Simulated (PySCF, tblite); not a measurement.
# C5H8OSi+ (doublet): geometry, infrared bands and EPR parameters

Aim: predict the infrared bands and EPR parameters of C5H8OSi+ (doublet) (`[SiH3]O[C+]1[CH]CC=C1`).

The runs use tblite 0.8.0 and PySCF 2.14.0, with density-fitted response routines of our own; the level of theory stands in each step. All values are computed, except where a source is named. Atoms are numbered from 0 throughout.

### 1 The molecule as given

15 atoms, charge 1, multiplicity 2; geometry from: force field or distance geometry start.

Bonds of the start (Å): Si0–O1 1.68, O1–C2 1.37, C2–C3 1.45, C3–C4 1.51, C4–C5 1.51, C5–C6 1.35, C6–C2 1.44, Si0–H7 1.48, Si0–H8 1.49, Si0–H9 1.47, C3–H10 1.07, C4–H11 1.09, C4–H12 1.10, C5–H13 1.07, C6–H14 1.07.

### 2 Geometry optimisation with GFN2-xTB

What the job is given:

```
{"job": {"kind": "relax", "xc": "GFN2-xTB", "basis": "xTB"}, "charge": 1, "multiplicity": 2}
Si     2.763500     0.032300     0.080700
O      1.263800     0.505500    -0.516600
C      0.159200     0.190800     0.225800
C     -0.841500     1.232900     0.388200
C     -2.148700     0.488800     0.514500
C     -1.781200    -0.961700     0.310100
C     -0.456400    -1.106000     0.114100
H      2.828500    -1.441300     0.196400
H      3.001800     0.637800     1.417800
H      3.817100     0.487300    -0.842700
H     -0.719200     2.261400     0.136200
H     -2.609000     0.648400     1.489200
H     -2.845300     0.816300    -0.265600
H     -2.495300    -1.763900     0.286600
H      0.058300    -2.020500    -0.096400
```

On the command line:

```
> OMP_NUM_THREADS=1 python probes_run.py task.json out
```

This one command runs all jobs of the session in turn.

Log:

```text
step      E/eV     max force
  0    -546.76520    3.899
  1    -547.11922    2.304
  2    -547.37855    1.830
  3    -547.54407    0.983
  4    -547.60223    0.685
  5    -547.65431    0.614
  6    -547.69686    0.471
  7    -547.71214    0.291
  8    -547.72741    0.295
  9    -547.74166    0.304
 10    -547.75988    0.364
 11    -547.77313    0.243
 12    -547.78024    0.196
 13    -547.78428    0.198
 14    -547.78886    0.209
 15    -547.79394    0.205
 16    -547.79783    0.135
 17    -547.80040    0.127
 18    -547.80305    0.140
 19    -547.80634    0.149
 20    -547.80972    0.160
 21    -547.81259    0.129
 22    -547.81492    0.131
 23    -547.81695    0.127
 24    -547.81861    0.116
 25    -547.81991    0.097
 26    -547.82116    0.102
 27    -547.82268    0.118
 28    -547.82440    0.106
 29    -547.82602    0.097
 30    -547.82744    0.104
 31    -547.82890    0.118
 32    -547.83054    0.129
 33    -547.83232    0.126
 34    -547.83427    0.107
 35    -547.83663    0.129
 36    -547.83954    0.158
 37    -547.84261    0.149
 38    -547.84492    0.117
 39    -547.84617    0.075
 40    -547.84701    0.074
 41    -547.84788    0.096
 42    -547.84869    0.086
 43    -547.84946    0.062
 44    -547.85022    0.074
 45    -547.85098    0.080
 46    -547.85174    0.076
 47    -547.85242    0.066
 48    -547.85294    0.057
 49    -547.85332    0.048
 50    -547.85357    0.042
 51    -547.85379    0.038
 52    -547.85402    0.038
 53    -547.85424    0.046
 54    -547.85444    0.038
 55    -547.85461    0.037
 56    -547.85477    0.037
 57    -547.85496    0.037
 58    -547.85513    0.030
 59    -547.85527    0.026
 60    -547.85536    0.023
 61    -547.85544    0.020
 62    -547.85549    0.019
 63    -547.85552    0.016
 64    -547.85554    0.011
 65    -547.85556    0.013
 66    -547.85558    0.013
 67    -547.85561    0.012
 68    -547.85562    0.007
```

Wall time 0.46 s (1 thread of Arm Neoverse V1, shared host).

Step by step: (not every step is listed)

| step | energy from step 0 (eV) | largest force (eV/Å) |
| --- | --- | --- |
| 0 | 0.0000 | 3.8986 |
| 1 | -0.3540 | 2.3044 |
| 2 | -0.6133 | 1.8301 |
| 3 | -0.7789 | 0.9827 |
| 4 | -0.8370 | 0.6848 |
| 5 | -0.8891 | 0.6141 |
| 6 | -0.9317 | 0.4705 |
| 7 | -0.9469 | 0.2914 |
| 8 | -0.9622 | 0.2946 |
| 13 | -1.0191 | 0.1985 |
| 18 | -1.0378 | 0.1397 |
| 23 | -1.0517 | 0.1265 |
| 28 | -1.0592 | 0.1056 |
| 33 | -1.0671 | 0.1261 |
| 38 | -1.0797 | 0.1175 |
| 43 | -1.0843 | 0.0615 |
| 48 | -1.0877 | 0.0566 |
| 53 | -1.0890 | 0.0462 |
| 58 | -1.0899 | 0.0301 |
| 63 | -1.0903 | 0.0158 |
| 64 | -1.0903 | 0.0106 |
| 65 | -1.0904 | 0.0133 |
| 66 | -1.0904 | 0.0134 |
| 67 | -1.0904 | 0.0122 |
| 68 | -1.0904 | 0.0073 |

Close pairs (by a distance rule), those that changed most:

```csv
bond,before (Å),after (Å),change (Å)
O1–C2,1.368,1.291,-0.076
C2–C3,1.454,1.405,-0.049
C3–C4,1.509,1.468,-0.041
Si0–H8,1.487,1.463,-0.024
Si0–H7,1.480,1.458,-0.022
Si0–O1,1.682,1.664,-0.019
C4–C5,1.510,1.495,-0.015
C3–H10,1.066,1.076,+0.010
```

The final coordinates are the input of the step that follows.

### 3 Harmonic vibrations with GFN2-xTB

What the job is given:

```
{"job": {"kind": "ir", "xc": "GFN2-xTB", "basis": "xTB"}, "charge": 1, "multiplicity": 2}
Si     2.917645    -0.071819     0.097100
O      1.382585     0.562878     0.188907
C      0.129975     0.252538     0.233625
C     -0.910944     1.192738     0.313887
C     -2.196823     0.484513     0.344921
C     -1.793614    -0.953133     0.274118
C     -0.449470    -1.064306     0.211392
H      2.890792    -1.528798     0.053379
H      3.466596     0.520910     1.316679
H      3.351883     0.590673    -1.133273
H     -0.786821     2.260785     0.345722
H     -2.773270     0.714245     1.248133
H     -2.850441     0.779007    -0.483861
H     -2.503597    -1.760184     0.274236
H      0.121088    -1.972058     0.153535
```

Log:

```text
mode    cm-1     km/mol
  1      80.4      0.08
  2      89.1     10.21
  3     116.7      4.25
  4     242.7      0.04
  5     311.4      9.13
  6     379.8      1.89
  7     470.0      2.46
  8     562.1     28.06
  9     563.8     25.19
 10     600.7     77.26
 11     659.5     97.27
 12     683.7     18.61
 13     703.5    108.13
 14     733.5      9.51
 15     742.6    121.21
 16     765.4     25.06
 17     784.0     52.29
 18     871.6      5.20
 19     873.6      0.44
 20     962.3      8.81
 21    1004.8     36.00
 22    1006.3      0.02
 23    1018.5      6.80
 24    1071.7      1.88
 25    1164.7     14.36
 26    1259.5     20.94
 27    1265.1     31.42
 28    1304.1    531.06
 29    1358.0     52.66
 30    1440.9     19.45
 31    1534.9    109.40
 32    2232.9     40.17
 33    2260.8    198.64
 34    2323.2    155.64
 35    2910.9     15.11
 36    2952.2     48.29
 37    3134.3     17.57
 38    3143.2     11.05
 39    3162.5      4.15
```

Wall time 0.49 s (1 thread of Arm Neoverse V1, shared host).

Which atoms move in the most intense modes:

| cm⁻¹ | km/mol | atoms |
| --- | --- | --- |
| 601 | 77.3 | H7 37 %, O1 26 %, H8 10 % |
| 660 | 97.3 | H8 43 %, H9 42 % |
| 704 | 108.1 | H10 28 %, C2 17 % |
| 743 | 121.2 | O1 19 %, Si0 17 %, H8 13 %, H9 13 % |
| 1304 | 531.1 | H11 26 %, H12 26 %, C2 22 %, C3 12 % |
| 1535 | 109.4 | C5 49 %, C6 41 % |
| 2261 | 198.6 | H8 56 %, H9 42 % |
| 2323 | 155.6 | H7 97 % |

### 4 g tensor and hyperfine couplings: B3LYP/pcH-1

Same as in step 3 but for these lines:

```diff
@@ -1,2 +1,2 @@
-{"job": {"kind": "ir", "xc": "GFN2-xTB", "basis": "xTB"}, "charge": 1, "multiplicity": 2}
+{"job": {"kind": "epr", "basis": "pcH-1"}, "charge": 1, "multiplicity": 2}
 Si     2.917645    -0.071819     0.097100
```

With the program's defaults for keys left out, this is: UKS B3LYP, pcH-1 on C H O Si, non-relativistic, mean-field spin-orbit, GIAO.

Log:

```text
UKS, coarse grid
  cycle   1  E = -559.71288185  |g| = 4.80e-01
  cycle   2  E = -559.49697497  |g| = 8.96e-01
  cycle   3  E = -559.78046951  |g| = 1.55e-01
  cycle   4  E = -559.79040828  |g| = 6.19e-02
  cycle   5  E = -559.79214827  |g| = 2.32e-02
  cycle   6  E = -559.79240170  |g| = 6.73e-03
  cycle   7  E = -559.79242803  |g| = 2.62e-03
  cycle   8  E = -559.79243326  |g| = 1.05e-03
  cycle   9  E = -559.79243418  |g| = 4.53e-04
UKS, final grid
  cycle   1  E = -559.79241115  |g| = 5.79e-04
  cycle   2  E = -559.79241096  |g| = 8.61e-04
  cycle   3  E = -559.79241135  |g| = 9.52e-05
  cycle   4  E = -559.79241135  |g| = 5.45e-05
  cycle   5  E = -559.79241136  |g| = 3.71e-05
  cycle   6  E = -559.79241136  |g| = 1.23e-05
E = -559.79241136 Eh   <S^2> = 0.7582 (exact 0.7500)
g shifts (ppm)      1          2          3
  rmc          -164       -164       -164
  gc             -2         40         35
  oz_so          -8        729       1988
  total        -174        605       1859
hyperfine (MHz)  atom isotope    a_iso     a_fc   dipolar eigenvalues
    0  29Si       8.58       8.60     -0.43      0.20      0.24
    1   17O     -11.49     -11.40    -40.23     19.58     20.65
    2   13C     -17.62     -17.66     -9.79     -4.78     14.56
    3   13C      53.25      53.36    -56.05    -55.70    111.75
    4   13C     -22.00     -22.00     -1.06     -0.08      1.14
    5   13C      19.97      20.01    -20.79    -18.55     39.35
    6   13C     -11.74     -11.76     -3.43      1.15      2.28
    7    1H      -1.18      -1.18     -1.12     -0.81      1.93
    8    1H      23.66      23.66     -1.39     -0.66      2.05
    9    1H      24.07      24.07     -1.39     -0.65      2.04
   10    1H     -46.73     -46.73    -25.96     -2.95     28.91
   11    1H      24.68      24.68     -5.12     -1.04      6.16
   12    1H      24.61      24.61     -5.12     -1.04      6.16
   13    1H     -18.10     -18.11    -10.44     -1.88     12.31
   14    1H       0.08       0.08     -2.66     -0.67      3.32
```

Run time: 76 s. Hardware: 1 thread of Arm Neoverse V1, shared host; peak memory 0.96 GiB.

Principal g values 2.00215, 2.00292, 2.00418; g(iso) = 2.00308, against 2.00232 for a free electron.

Hyperfine couplings; where a row names several nuclei, a(iso) is their mean (it holds for fast rotation or exchange) and the dipolar term the largest among them:

```csv
nuclei,isotope,a(iso) (MHz),"a(iso) (G, at g = 2.0023)",largest dipolar term (MHz)
C3,13C,53.3,19.0,111.7
H10,1H,-46.7,-16.7,28.9
"H11, H12",1H,24.6,8.8,6.2
C4,13C,-22.0,-7.9,1.1
C5,13C,20.0,7.1,39.3
H13,1H,-18.1,-6.5,12.3
C2,13C,-17.6,-6.3,14.6
"H7, H8, H9",1H,15.5,5.5,2.1
C6,13C,-11.7,-4.2,-3.4
O1,17O,-11.5,-4.1,-40.2
Si0,29Si,8.6,3.1,-0.4
H14,1H,0.1,0.0,3.3
```

Mulliken spin populations:

Si0 -0.01; O1 0.11; C2 0.06; C3 0.68; C4 -0.06; C5 0.25; C6 -0.04; H7 0.00; H8 0.01; H9 0.01; H10 -0.03; H11 0.01; H12 0.01; H13 -0.01; H14 0.00

In first order the couplings over 0.8 MHz of 1H give 48 distinct lines over 57.3 G, if the averaged nuclei exchange fast; the same motion can average rows kept apart here too.

Orbitals, density, ELF and potential are computed afterwards from the orbital file.

ELF in a plane through or near 11 of the atoms.

Ten even steps from ' ' (0.00) to '@' (1.00):
```
                                                        
                                                        
                                                        
                          ..                            
          ==##%%**    ..%%@@##    ..**@@@@==            
        ==@@@@@@@@--  --@@@@@@::  --@@@@@@@@..          
        ##@@@@@@@@%%  ::@@@@%%++++**@@@@@@%%..          
        ==@@@@@@@@##    ++%%::++%%::++@@%%--            
        ..++**++**--..  ..##==++##::++**..              
        ......**..--**----##%%--::##@@**--..            
      ..--==..**..##%%##%%..====--**--::##++..          
      ..--**==....##**++##==@@****@@--++%%**..          
        ..--==::  ++%%%%--..**::::##======::            
          ....    ::****..  ##@@%%++..  ..              
                    ..    ..@@@@@@%%..                  
                          ..@@@@@@%%..                  
                            ==##**::                    
                                                        
                                                        
                                                        
```
The map spans 12.0 Å across and 9.7 Å up, centred on the molecule. Atoms in the plane (x, y in Å): Si0 (-2.9, 0.0), O1 (-1.4, -0.6), C2 (-0.1, -0.3), C3 (1.0, -1.2), C4 (2.2, -0.4), C5 (1.8, 1.0), C6 (0.4, 1.1), H7 (-2.9, 1.4), H10 (0.9, -2.2), H13 (2.4, 1.8), H14 (-0.2, 2.0).

On the surface of density 0.002 e/bohr³ the electrostatic potential runs, from the 1st to the 99th percentile, from 3.39 to 5.69 V.

The spin density lies nearest to C3 46 %; C5 16 %; O1 10 %; C2 9 %.

### 5 Results

| quantity | value |
| --- | --- |
| strongest single infrared mode (GFN2-xTB) | 1304 cm⁻¹, 531 km/mol |
| zero-point energy (GFN2-xTB) | 66.8 kcal/mol |
| g(iso) (B3LYP) | 2.00308 |
| ⟨S²⟩ | 0.758 (exact 0.75) |
| largest a(iso) (averaged by class) | 13C on C3, 53.3 MHz |

What this shows: The optimisation took 68 steps and gained 1.090 eV; among the close pairs (by a distance rule), O1–C2 changed most, from 1.368 to 1.291 Å. All 39 modes are real, so the xTB geometry is a minimum. The strongest single mode, at 1304 cm⁻¹, is spread over several atoms, H11, H12, C2, C3 among them. Unscaled tight-binding wavenumbers are off by several per cent, some by more. Its intensities can rank the bands wrongly. C3 carries the largest spin population, 0.68 e. The isotropic g lies 0.8 ppt above the free-electron value. The conformer search found further structures of the same energy, which may be mirror or relabelled copies of this one.
